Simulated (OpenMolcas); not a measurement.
# One shape, several levels: CH6Sn (SMILES [CH3][SnH3])

Wanted: a comparison of 6 runs (HF/3-21G, HF/def2-SVP, B3LYP/def2-SVP, BHLYP/def2-SVP, PBE0/def2-SVP, r2SCAN/def2-SVP) of CH6Sn. 

The results are computed with OpenMolcas 26.06.

### 1 The structure to begin with

The species is CH6Sn (8 atoms), meant as a singlet with charge 0. SMILES: `[CH3][SnH3]`. Geometry: relaxed at PBE0-D4/def2-TZVP.

Bond lengths: C1–Sn2 2.140 Å, C1–H3 1.090 Å, C1–H4 1.090 Å, C1–H5 1.090 Å, Sn2–H6 1.709 Å, Sn2–H7 1.709 Å, Sn2–H8 1.709 Å. Some angles: C1–Sn2–H6 110.1°, C1–Sn2–H7 110.1°, C1–Sn2–H8 110.1°, Sn2–C1–H3 110.0°, Sn2–C1–H4 110.0°, Sn2–C1–H5 110.0°, H6–Sn2–H7 108.8°, H6–Sn2–H8 108.8°, H7–Sn2–H8 108.8°, H3–C1–H4 109.0°.

### 2 Energy and gradient at HF/3-21G (run 1)

File mol.input:

```
* CH6Sn Hartree-Fock
&gateway
baslib=$CurrDir
coord
8
angstrom
C        1.094500       0.367400      -0.110600
Sn      -0.919400      -0.329100       0.082100
H        1.300500       0.627700      -1.148800
H        1.789300      -0.411200       0.204000
H        1.244600       1.249200       0.512300
H       -2.012000       0.886800      -0.417500
H       -1.156700      -1.716400      -0.887800
H       -1.248700      -0.731500       1.710400
basis=3-21G
group=NoSym
&seward
&scf
thresholds=1e-10 1e-07 1e-07 1e-05
prorbitals=1 2
&alaska
```

The basis set 3-21G is read from a file made from the Basis Set Exchange's data (not shown).

Launch:

```bash
export MOLCAS_MEM=1860
pymolcas mol.input > mol.log
```

The program printed:

```text
--- Start Module: gateway ---
[...]
--- Stop Module: gateway /rc=_RC_ALL_IS_WELL_ ---
[...]
      Basis functions           52
[...]
--- Start Module: scf ---
[...]
       Convergence after  10 Iterations
[...]
::    Total SCF energy                              -6037.3835573249
[...]
      Total spin, S                                     0.0000000000
[...]
      Total electronic charge=   62.000000
      Total            charge=   -0.000000
[...]
      Dipole Moment (debye):
      Origin of the operator (angstrom)=   -0.7045   -0.2548    0.0615
                   X=  6.1296E-01               Y=  2.1187E-01               Z= -5.8817E-02           Total=  6.5120E-01
      Quadrupole Moment (debye*angstrom):
[...]
--- Stop Module: scf /rc=_RC_ALL_IS_WELL_ ---
--- Start Module: alaska ---
[...]
 *              Molecular gradients               *
 **************************************************
  Irreducible representation: a
 ------------------------------------------------------------------------------------------
                              X                       Y                       Z
 ------------------------------------------------------------------------------------------
  C1               -8.87198242186571E-03   -3.10907914529324E-03    8.63265527662360E-04
  SN2               5.16113285524256E-04    1.66090045625289E-04   -5.68555726763176E-05
  H3               -1.43549202589233E-03    4.09736794267923E-04   -4.75480756008295E-03
  H4                8.92195470556967E-04   -4.55969978846937E-03    1.72323619462555E-03
  H5               -1.70216994760874E-03    3.41470997809923E-03    3.23537675319185E-03
  H6                6.66737572655851E-03   -6.95473243708467E-03    2.87074424625233E-03
  H7                1.70009527989579E-03    8.18198343409637E-03    5.61603615838635E-03
  H8                2.23386463278197E-03    2.45099111873781E-03   -9.49699574737650E-03
[...]
--- Stop Module: alaska /rc=_RC_ALL_IS_WELL_ ---
[...]
```

Wall time 2.8 s (1 thread of Arm Neoverse V1, shared host); peak memory 0.38 GiB.

### 3 Energy and gradient at HF/def2-SVP (core potential) (run 2)

File coord.xyz:

```xyz
8

C      1.094500     0.367400    -0.110600
Sn    -0.919400    -0.329100     0.082100
H      1.300500     0.627700    -1.148800
H      1.789300    -0.411200     0.204000
H      1.244600     1.249200     0.512300
H     -2.012000     0.886800    -0.417500
H     -1.156700    -1.716400    -0.887800
H     -1.248700    -0.731500     1.710400
```

File job.input:

```
* CH6Sn Hartree-Fock

&GATEWAY
  BasLib
  $CurrDir
  Coord
  coord.xyz
  Basis
  def2-SVP
  Group
  NoSym

&SEWARD

&SCF
  Thresholds
  1e-10 1e-07 1e-07 1e-05
  PrOrbitals
  1 2

&ALASKA
```

The basis set def2-SVP is read from a file made from the Basis Set Exchange's data (not shown).

Launch:

```bash
export MOLCAS_MEM=1860
pymolcas job.input > job.log
```

The program printed:

```text
--- Start Module: gateway ---
[...]
--- Stop Module: gateway /rc=_RC_ALL_IS_WELL_ ---
[...]
      Basis functions           70
[...]
--- Start Module: scf ---
[...]
       Convergence after  11 Iterations
[...]
::    Total SCF energy                               -254.6443023091
[...]
      Total spin, S                                     0.0000000000
[...]
      Total electronic charge=   34.000000
      Total            charge=   -0.000000
[...]
      Dipole Moment (debye):
      Origin of the operator (angstrom)=   -0.7045   -0.2548    0.0615
                   X=  6.9113E-01               Y=  2.3891E-01               Z= -6.6276E-02           Total=  7.3425E-01
      Quadrupole Moment (debye*angstrom):
[...]
--- Stop Module: scf /rc=_RC_ALL_IS_WELL_ ---
[...]
--- Start Module: alaska ---
[...]
 *              Molecular gradients               *
 **************************************************
  Irreducible representation: a
 ------------------------------------------------------------------------------------------
                              X                       Y                       Z
 ------------------------------------------------------------------------------------------
  C1               -3.87365448369081E-03   -1.38361210021065E-03    3.84687931904715E-04
  SN2               5.01685448543032E-03    1.72393234294743E-03   -4.86903330672805E-04
  H3               -1.01266450868653E-03   -3.09221595897413E-04   -1.24254465053930E-04
  H4               -9.27828201918501E-04   -5.13918846416495E-04    1.48237877154012E-04
  H5               -1.02239649924996E-03   -1.57304878207309E-04    2.48431398735427E-04
  H6                1.02624295552856E-03   -8.88690294025718E-04    3.70692442390297E-04
  H7                3.61438419967830E-04    1.15167971816810E-03    7.50689022266382E-04
  H8                4.32007832566250E-04    3.77135653643057E-04   -1.29158087670911E-03
[...]
--- Stop Module: alaska /rc=_RC_ALL_IS_WELL_ ---
[...]
```

Wall time 4.8 s (1 thread of Arm Neoverse V1, shared host); peak memory 0.41 GiB.

Runs 3 to 5 aren't shown in full; the table further down has their settings and results.

### 4 Energy and gradient at r2SCAN/def2-SVP (core potential) (run 6)

File mol.xyz:

```xyz
8

C      1.094500     0.367400    -0.110600
Sn    -0.919400    -0.329100     0.082100
H      1.300500     0.627700    -1.148800
H      1.789300    -0.411200     0.204000
H      1.244600     1.249200     0.512300
H     -2.012000     0.886800    -0.417500
H     -1.156700    -1.716400    -0.887800
H     -1.248700    -0.731500     1.710400
```

File test.inp:

```
&gateway
 baslib = $CurrDir
 coord = mol.xyz
 basis = def2-SVP
 group = NoSym

&seward
 gridinput
 Grid=UltraFine
 End of Grid

&scf
 ksdft = 2
 1.0 MGGA_X_R2SCAN
 1.0 MGGA_C_R2SCAN
 thresholds = 1e-10 1e-07 1e-07 1e-05
 prorbitals = 1 2

&alaska
```

The basis set def2-SVP is read from a file made from the Basis Set Exchange's data (not shown).

Launch:

```bash
export MOLCAS_MEM=1860
pymolcas test.inp > test.log
```

The program printed:

```text
--- Start Module: gateway ---
[...]
--- Stop Module: gateway /rc=_RC_ALL_IS_WELL_ ---
[...]
      Basis functions           70
[...]
--- Start Module: scf ---
[...]
       Convergence after  12 Iterations
[...]
::    Total KS-DFT energy                            -255.9937338933
[...]
      Total spin, S                                     0.0000000000
[...]
      Total electronic charge=   34.000000
      Total            charge=   -0.000000
[...]
      Dipole Moment (debye):
      Origin of the operator (angstrom)=   -0.7045   -0.2548    0.0615
                   X=  7.5235E-01               Y=  2.6011E-01               Z= -7.2121E-02           Total=  7.9931E-01
      Quadrupole Moment (debye*angstrom):
[...]
--- Stop Module: scf /rc=_RC_ALL_IS_WELL_ ---
[...]
--- Start Module: alaska ---
[...]
 *              Molecular gradients               *
 **************************************************
  Irreducible representation: a
 ------------------------------------------------------------------------------------------
                              X                       Y                       Z
 ------------------------------------------------------------------------------------------
  C1                2.30406454981313E-03    7.50707155674490E-04   -2.04190528271142E-04
  SN2               2.79390123729240E-03    9.49390182526599E-04   -2.64009879373028E-04
  H3               -1.37631742689548E-03   -1.56455386626431E-03    6.00259365787714E-03
  H4               -4.21699604386472E-03    4.44870892913318E-03   -1.81798223485385E-03
  H5               -1.05093694966496E-03   -5.13557642032270E-03   -3.56265381921483E-03
  H6                1.04191125842634E-03   -1.19612802179514E-03    4.87408346399931E-04
  H7                2.10612656212139E-04    1.35987200952137E-03    9.56049121864311E-04
  H8                2.93760718674374E-04    3.87580031532719E-04   -1.59721466442253E-03
[...]
--- Stop Module: alaska /rc=_RC_ALL_IS_WELL_ ---
[...]
```

Wall time 30 s (1 thread of Arm Neoverse V1, shared host); peak memory 0.41 GiB.

### 5 All runs side by side

```
run                             level  integration grid   energy (Eh)  dipole moment (D)  HOMO energy (eV)  LUMO energy (eV)  wall time
  1                          HF/3-21G                 –  -6037.383557               0.65            -11.17              3.81      2.8 s
  2      HF/def2-SVP (core potential)                 –   -254.644302               0.73            -11.20              3.45      4.8 s
  3   B3LYP/def2-SVP (core potential)         UltraFine   -256.024020               0.80             -8.14              0.53       25 s
  4   BHLYP/def2-SVP (core potential)         UltraFine   -255.843818               0.75             -9.46              1.48       21 s
  5    PBE0/def2-SVP (core potential)         UltraFine   -255.896167               0.78             -8.39              0.79       25 s
  6  r2SCAN/def2-SVP (core potential)         UltraFine   -255.993734               0.80             -7.46              0.46       30 s
```

### 6 What came out

```
                       quantity          value
            run 6: total energy  -255.99373 Eh
           run 6: dipole moment         0.80 D
             run 6: HOMO energy       -7.46 eV
             run 6: LUMO energy        0.46 eV
           run 6: HOMO–LUMO gap        7.91 eV
run 6: largest force on an atom     0.329 eV/Å
```

**Reading.** The dipole moment (its size) runs from 0.65 D (HF/3-21G) to 0.80 D (r2SCAN/def2-SVP). The two ends differ in method and basis and core potential. The HOMO–LUMO gap runs from 7.91 eV (r2SCAN/def2-SVP) to 14.98 eV (HF/3-21G). Totals of different functionals can't be ranked against each other. Some runs of one species differ in core potentials or relativity; totals across that change don't compare. In run 1 relativity is left out where basis or elements ask for it. All runs together took 1.8 min, the longest 30 s.
